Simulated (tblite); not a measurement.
# C3H8ClF3Si3: the cost of one run

Computed with tblite 0.8.0 (tight binding) and PySCF 2.14.0 (DFT, with response routines of our own); each step states its level. Atoms count from 0 throughout.

## (1) The starting structure

18 atoms, charge 0, multiplicity 1; geometry from: MMFF94s geometry. This is the first candidate.

Bonds of the start (Å): C0–C1 1.36, C0–H10 1.09, C0–H11 1.08, C1–H12 1.08, C1–Si2 1.82, C5–H14 1.09, C5–H15 1.10, C5–H16 1.09, Si2–F3 1.62, Si2–H13 1.48, Si2–Si4 2.30, Si4–C5 1.85, Si4–F6 1.60, Si4–Si7 2.28, Si7–Cl9 2.04, Si7–F8 1.60, Si7–H17 1.49.

## (2) GFN2-xTB relaxation, isomer A, conformer 1

Job settings and geometry (Å):

```
{"job": {"xc": "GFN2-xTB", "basis": "xTB", "kind": "relax"}, "charge": 0, "multiplicity": 1}
C      3.050200     0.603700     0.967000
C      2.159200     0.976500     0.014200
Si     0.947700    -0.102700    -0.811400
F      0.362400     0.730300    -2.074900
Si    -0.766500    -0.757900     0.571000
C     -1.958000    -1.826000    -0.365700
F     -0.230600    -1.596800     1.820100
Si    -1.763400     1.199700     1.180900
F     -2.297400     2.002200    -0.099100
Cl    -0.548300     2.415800     2.276200
H      3.112300    -0.411900     1.344200
H      3.722700     1.333200     1.395100
H      2.140600     2.004700    -0.305700
H      1.636400    -1.301700    -1.351400
H     -1.474300    -2.738200    -0.703200
H     -2.801800    -2.114100     0.280600
H     -2.356300    -1.313700    -1.241100
H     -2.943700     0.903200     2.046600
```

Command:

```console
OMP_NUM_THREADS=1 python ens_run.py task.json out
```

The driver reads the study from task.json and runs its stages one after another.

Q: Estimate the wall time of this first job on 1 thread of Arm Neoverse V1, shared host.

About 2.5 s.
